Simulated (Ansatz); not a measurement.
**Gd2InPd2: a single-point run**

Wanted: a converged single-point run for Gd2InPd2, and a check of what comes out. The structure is shown as the input types it.

Computed with Ansatz 0.2.0 (DFT PBEsol, scalar-relativistic, plane waves, PAW; settings changed (as first typed), unless a step's input says otherwise).

9 further runs of the same task are left out: 5 that didn't finish, 4 set aside as unsound or not needed. Runs told in other sessions of the task aren't counted.

### Step 1. The system as given

It takes space group P4/mbm (No. 127, tetragonal). The conventional cell has a = 7.661 Å, b = 7.661 Å, c = 3.700 Å, α = 90.00°, β = 90.00°, γ = 90.00°. Gd (site symmetry m2m) has 6 Pd at 2.83 to 2.98 Å in its first shell of neighbours. Around In (site symmetry 4/m) lie 4 Pd at 3.01 Å and 8 Gd at 3.38 Å. Around Pd (site symmetry m2m) lie 1 Pd at 2.78 Å and 6 Gd at 2.83 to 2.98 Å and 2 In at 3.01 Å.

Coordinates:

```xyz
20
Lattice="0.0000 0.0000 -7.4006 7.6615 0.0000 0.0000 0.0000 -7.6615 0.0000" Properties=species:S:1:pos:R:3 pbc="T T T"
Gd    6.3328   -5.1594   -1.8501
Gd    6.3328   -5.1594   -5.5504
Gd    5.1594   -1.3287   -1.8501
Gd    5.1594   -1.3287   -5.5504
Gd    2.5020   -6.3328   -1.8501
Gd    2.5020   -6.3328   -5.5504
Gd    1.3287   -2.5020   -1.8501
Gd    1.3287   -2.5020   -5.5504
In    0.0000   -7.6615   -3.7003
In    0.0000   -7.6615   -7.4006
In    3.8307   -3.8307    0.0000
In    3.8307   -3.8307   -3.7003
Pd    0.9840   -4.8147    0.0000
Pd    0.9840   -4.8147   -3.7003
Pd    2.8468   -0.9840   -3.7003
Pd    2.8468   -0.9840   -7.4006
Pd    4.8147   -6.6775   -3.7003
Pd    4.8147   -6.6775   -7.4006
Pd    6.6775   -2.8468    0.0000
Pd    6.6775   -2.8468   -3.7003
```

### Step 2. The run

Contents of input.yaml:

```yaml
crystal:
  lattice:
    - [0.0, 0.0, -7.4005880821]
    - [7.6614793079, 0.0, 0.0]
    - [0.0, -7.6614793079, 0.0]
  atoms:
    - { symbol: Gd, position: [0.25, 0.8265747245, 0.6734252755], spin: 7.62 }
    - { symbol: Gd, position: [0.75, 0.8265747245, 0.6734252755], spin: 7.62 }
    - { symbol: Gd, position: [0.25, 0.6734252755, 0.1734252755], spin: 7.62 }
    - { symbol: Gd, position: [0.75, 0.6734252755, 0.1734252755], spin: 7.62 }
    - { symbol: Gd, position: [0.25, 0.3265747245, 0.8265747245], spin: 7.62 }
    - { symbol: Gd, position: [0.75, 0.3265747245, 0.8265747245], spin: 7.62 }
    - { symbol: Gd, position: [0.25, 0.1734252755, 0.3265747245], spin: 7.62 }
    - { symbol: Gd, position: [0.75, 0.1734252755, 0.3265747245], spin: 7.62 }
    - { symbol: In, position: [0.5, 0.0, 1.0] }
    - { symbol: In, position: [1.0, 0.0, 1.0] }
    - { symbol: In, position: [0.0, 0.5, 0.5] }
    - { symbol: In, position: [0.5, 0.5, 0.5] }
    - { symbol: Pd, position: [0.0, 0.1284302345, 0.6284302345] }
    - { symbol: Pd, position: [0.5, 0.1284302345, 0.6284302345] }
    - { symbol: Pd, position: [0.5, 0.3715697655, 0.1284302345] }
    - { symbol: Pd, position: [1.0, 0.3715697655, 0.1284302345] }
    - { symbol: Pd, position: [0.5, 0.6284302345, 0.8715697655] }
    - { symbol: Pd, position: [1.0, 0.6284302345, 0.8715697655] }
    - { symbol: Pd, position: [0.0, 0.8715697655, 0.3715697655] }
    - { symbol: Pd, position: [0.5, 0.8715697655, 0.3715697655] }
basis:
  ecutwfc: 420
kpoints:
  mp_grid: { grid: [4, 4, 4] }
hamiltonian:
  xc: pbesol
scf:
  occupations: { method: gaussian, width: 0.05 }
  lower_state_search: "off"
  max_iter: 60
output:
  forces: true
  eigenvalues: true
  stress: true
magnetization:
  spin_polarized: true
total_charge: 4
```

Command:

```console
ansatz run input.yaml --threads 8 --pin off --max-ram 14336MiB --backend cpu --events-out ev --progress --plain --runs-dir out
```

Output (excerpt; [...] marks lines left out):

```text
Warning: RAYON_NUM_THREADS=8 ignored (pool sized by the plan → 8); use --threads N
[...]
Pseudopotentials: kind: paw
Pseudopotential: Gd, paw, valence charge 18, recommended cutoff 420 eV (normal), Gd.paw.azcp
Pseudopotential: In, paw, valence charge 13, recommended cutoff 420 eV (normal), In.paw.azcp
Pseudopotential: Pd, paw, valence charge 18, recommended cutoff 420 eV (normal), Pd.paw.azcp
Functional definition: PBEsol
[...]
Crystal: 20 atoms, lattice volume = 434.402 Å³
Basis set: ecut = 420 eV, 8501 PW (Γ), exchange–correlation on 100×108×108 points (8 copies of the dense FFT grid, shifted against one another)
Bands: 239, of which v1, the nominal top of the filled ones, is band 168 counted from 1 (167 counted from 0)
Symmetry: 32 space group operations
Space group: P4/mbm (ITA 127), of the structure as read, at distance tolerance 7.6e-5 Å
Magnetic group: BNS 127.387 (UNI 1047), of the structure as read, at distance tolerance 7.6e-5 Å
k-points: 18 of 64
[...]
Starting moments: Σ|m| = 60.96 μB on 8 of 20 sites
[...]
SCF iter   1: F=—  HF=-151523.375112 eV  |F-HF|=—  |Δ(HF+E_count)|=         —  Δρ=7.17e-1 (↑3.24e-1 ↓7.17e-1)  dr2=6.22e3  dr2_m=2.41e2  M=13.121 μB ∫|m|=13.220 μB  β_m=0.02  ethr=3.10e-3  ⟨swp⟩=5.9  Hψ=28993  notcnv=0  defer=186
[...]
spin=Collinear: Kerker preconditioning applied to the charge; magnetization (m = ρ↑ − ρ↓) channel mixes plain (no charge-response kernel on spin).
[...]
spin-set hold released at iteration 8 (site moments contracting): the magnetisation degrees of freedom join the quasi-Newton model from the next iteration; the mixer history was flushed
[...]
SCF iter  19: F=-151257.206917 eV  HF=-151257.206917 eV  |F-HF|=6.05e-9  |Δ(HF+E_count)|=   7.39e-8  Δρ=1.08e-6 (↑1.08e-6 ↓9.30e-7)  dr2=1.47e-8  dr2_m=1.41e-9  M=57.714 μB ∫|m|=57.770 μB  ethr=2.98e-11  ⟨swp⟩=12.1  Hψ=40104  notcnv=0
[...]
SCF converged after 19 iterations
Magnetization: 57.7140 μB (196.8570 up, 139.1430 down)
Absolute magnetization: 57.7785 μB (∫|ρ↑−ρ↓|, with the PAW one-centre terms)
Spin contamination: 0.0990 ħ² per cell (⟨S²⟩ above its minimum at these occupations)
[...]
Free energy (F): -151257.206917 eV
[...]
E sigma→0 (E₀):  -151257.195587 eV
Entropy (-TS):   -0.022659 eV (-1.133 meV/atom)
Fermi energy:    15.301057 eV
[...]
--- Forces (eV/Å), atoms counted from 1 ---
  atom   1  Gd     0.03953742     0.03953742     0.00000000
  atom   2  Gd     0.03953742     0.03953742     0.00000000
  atom   3  Gd    -0.03953742     0.03953742     0.00000000
  atom   4  Gd    -0.03953742     0.03953742     0.00000000
  atom   5  Gd     0.03953742    -0.03953742    -0.00000000
  atom   6  Gd     0.03953742    -0.03953742    -0.00000000
  atom   7  Gd    -0.03953742    -0.03953742    -0.00000000
  atom   8  Gd    -0.03953742    -0.03953742    -0.00000000
[...]
--- Stress (GPa, compression-positive) ---
        4.617443      -0.000000       0.000000
       -0.000000       4.617443      -0.000000
        0.000000      -0.000000       6.203623
  P = ⅓ Tr σ = 5.1462 GPa (51.462 kbar)
--- Band table (eV; the first three rows and the last of 36) ---
[...]
```

Wall time 86 s (8 threads of Arm Neoverse V2, shared host); peak memory 5.3 GiB.

### Step 3. A second look at the input

This run ends as converged. That alone doesn't make the input a sound one.

In the input, total_charge is 4. The typed charge changes the electron count, so this is no longer the system that was meant.

To check: delete total_charge (the default then holds).

### Step 4. Second run, to compare

Level of this run: DFT PBEsol, scalar-relativistic, plane waves, PAW.

Besides the cure, the input differs in scf.max_iter, output requests.

Changes to input.yaml since step 2:

```diff
@@ -35,9 +35,8 @@
   lower_state_search: "off"
-  max_iter: 60
 output:
   forces: true
+  stress: true
   eigenvalues: true
-  stress: true
+  populations: true
 magnetization:
   spin_polarized: true
-total_charge: 4
```

Command:

```console
ansatz run input.yaml --threads 8 --pin off --max-ram 14336MiB --backend cpu --events-out ev --progress --plain --runs-dir out
```

From the output:

```text
[...]
Basis set: ecut = 420 eV, 8501 PW (Γ), exchange–correlation on 100×108×108 points (8 copies of the dense FFT grid, shifted against one another)
[...]
Magnetic group: BNS 127.387 (UNI 1047), of the structure as read, at distance tolerance 7.6e-5 Å
k-points: 18 of 64
[...]
SCF iter   1: F=—  HF=-151466.971650 eV  |F-HF|=—  |Δ(HF+E_count)|=         —  Δρ=7.04e-1 (↑3.32e-1 ↓7.04e-1)  dr2=6.35e3  dr2_m=2.34e2  M=14.157 μB ∫|m|=14.429 μB  β_m=0.02  ethr=3.10e-3  ⟨swp⟩=5.9  Hψ=29264  notcnv=0  defer=76
[...]
preconditioner: auto → Kerker (q_TF=auto, 2.619 Å⁻¹)  [metal: Δε(μ)=0.005 eV  Ē_g=11.476 eV  σ=0.050 eV  W_gap=0.06  n_scr=138 (ndim 8)  ℏωp=28.7 eV  f_vac=0.000  D(μ)=15.60/eV (n_scr^D=122)]
[...]
SCF iter   2: F=—  HF=-151332.819995 eV  |F-HF|=—  |Δ(HF+E_count)|=    1.34e2  Δρ=5.83e-1 (↑3.10e-1 ↓5.83e-1)  dr2=4.88e3  dr2_m=1.45e2  M=16.665 μB ∫|m|=17.223 μB  β_m=0.03  ethr=3.10e-3  ⟨swp⟩=3.1  Hψ=17462  notcnv=0  defer=1338
[...]
SCF iter  17: F=—  HF=-151195.684670 eV  |F-HF|=—  |Δ(HF+E_count)|=   5.57e-5  Δρ=1.00e-5 (↑2.83e-6 ↓1.00e-5)  dr2=7.06e-7  dr2_m=1.01e-7  M=56.561 μB ∫|m|=56.813 μB  β_m=0.96  ethr=3.96e-9  ⟨swp⟩=2.1  Hψ=11234  notcnv=0  defer=1278
SCF iter  18: F=-151195.684669 eV  HF=-151195.684669 eV  |F-HF|=6.00e-9  |Δ(HF+E_count)|=   1.10e-7  Δρ=1.23e-6 (↑6.15e-7 ↓1.23e-6)  dr2=1.21e-8  dr2_m=7.10e-10  M=56.562 μB ∫|m|=56.813 μB  ethr=2.94e-11  ⟨swp⟩=11.1  Hψ=44784  notcnv=0
[...]
SCF converged after 18 iterations
Magnetization: 56.5617 μB (198.2808 up, 141.7192 down)
[...]
Free energy (F): -151195.684669 eV
[...]
E sigma→0 (E₀):  -151195.678400 eV
[...]
Fermi energy:    15.485664 eV
[...]
  P = ⅓ Tr σ = 0.0159 GPa (0.159 kbar)
[...]
```

It took 97 s on 8 threads of Arm Neoverse V2, shared host; peak memory 5.3 GiB.

```tsv
run	ending	energy change	pressure (GPa)	gap (eV)	abs. moment (μB)	force (eV/Å)	cycles	time
first try	converged	not comparable	5.1	0.00	57.78	0.06	19	86 s
second try	converged	-	0.0	0.00	56.82	0.00	18	97 s
```

### Step 5. Summary of results

| quantity | value |
| --- | --- |
| first try | converged, 19 SCF cycles |
| fault in the input | wrong charge |
| second try | converged, 18 SCF cycles |
| energy (zero set by the potentials) | -151195.6847 eV |
| pressure | 0.02 GPa |
| gap on the mesh | none (metal on this mesh) |
| absolute moment | 56.82 μB |
| largest force | 0.004 eV/Å |

Both runs converge, but their results differ; in the second, the pressure goes from 5.1 to 0.0 GPa, the absolute moment goes from 57.78 to 56.82 μB, the largest force goes from 0.06 to 0.00 eV/Å. Only the second answers the question as it was meant. The largest force in the second run is 0.004 eV/Å, so the atoms are close to their relaxed places.

In a charged cell the pressure and stress hold a term of the neutralising background, so they aren't those of the solid.
